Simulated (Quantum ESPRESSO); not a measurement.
Runs of Quantum ESPRESSO 7.5 on Rh. The cell holds a slab with vacuum, 6 atoms: a = 2.689 Å, b = 2.689 Å, c = 24.508 Å, α = 90.00°, β = 90.00°, γ = 90.00°. The slab is cut from a database's or a generator's crystal, which needn't be the stable form of the element.

```csv
smearing,gap on the mesh (eV),largest force (eV/Å),work function (eV)
fermi-dirac 0.05 eV,none,(b),(a)
fermi-dirac 0.01 eV,none,0.49,5.08
fermi-dirac 0.025 eV,none,0.52,5.08
fermi-dirac 0.2 eV,none,0.46,5.03
fermi-dirac 0.1 eV,none,0.49,5.04
```

Alike in all rows: task work function; level PBE; potentials or basis PseudoDojo 0.4.1 SR PBE standard; no spin polarisation; cell as given; k mesh 5 × 5 × 1; cutoff (eV) 1197; the mesh is coarse, so values aren't converged.

Question: Fill in the values left out.

Answer: (a) 5.07; (b) 0.51.

Caveats: all runs use coarse meshes.

A k mesh can miss the band edges, and the runs leave out spin-orbit coupling on Rh.

A gap of «none» marks a metal or a gap under the smearing width.
